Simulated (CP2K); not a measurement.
MnS:

```xyz
2
Lattice="3.6833 0.0000 0.0000 1.8417 3.1898 0.0000 1.8417 1.0633 3.0074" Properties=species:S:1:pos:R:3 pbc="T T T"
Mn    0.0000    0.0000    0.0000
S     3.6833    2.1266    1.5037
```

Base run:

```yaml
Program: CP2K 2026.2
Functional: PBEsol
Potentials_or_basis: POTENTIAL_UZH Mn GTH-PBE-q15, S GTH-PBE-q6; TZVP-MOLOPT-PBE-GTH basis
Density_cutoff: 6123 eV
k_mesh: 9 × 9 × 9
Occupations: fermi-dirac, width 0.05 eV
Spin: collinear spin, ferromagnetic start
Starting_moments: "[4.0, 0.0] μB"
```

Its results: band gap on the k mesh none (metal or under the smearing width); pressure -5.2 GPa; net moment 4.76 μB per cell; site moments Mn +4.68; S +0.07 μB.

Task: The run is repeated on the same cell with these changes: functional from PBEsol to PBE; occupations from fermi-dirac, width 0.05 eV to fermi-dirac, width 0.0259 eV. What comes out?

Result: Band gap on the k mesh none (metal or under the smearing width); pressure -0.8 GPa; net moment 4.80 μB per cell; site moments Mn +4.74; S +0.06 μB.

Caveats: the basis of atomic orbitals isn't converged, which shifts pressures, moduli and gaps; a cell with one magnetic atom can't hold antiferromagnetic order, which such compounds often take; semilocal functionals often make such compounds metallic where correlation or magnetic order opens a gap, which also shifts bond lengths; the potentials were made for another functional, which shifts forces and pressure (some runs).

Not every run made on this cell is shown here.
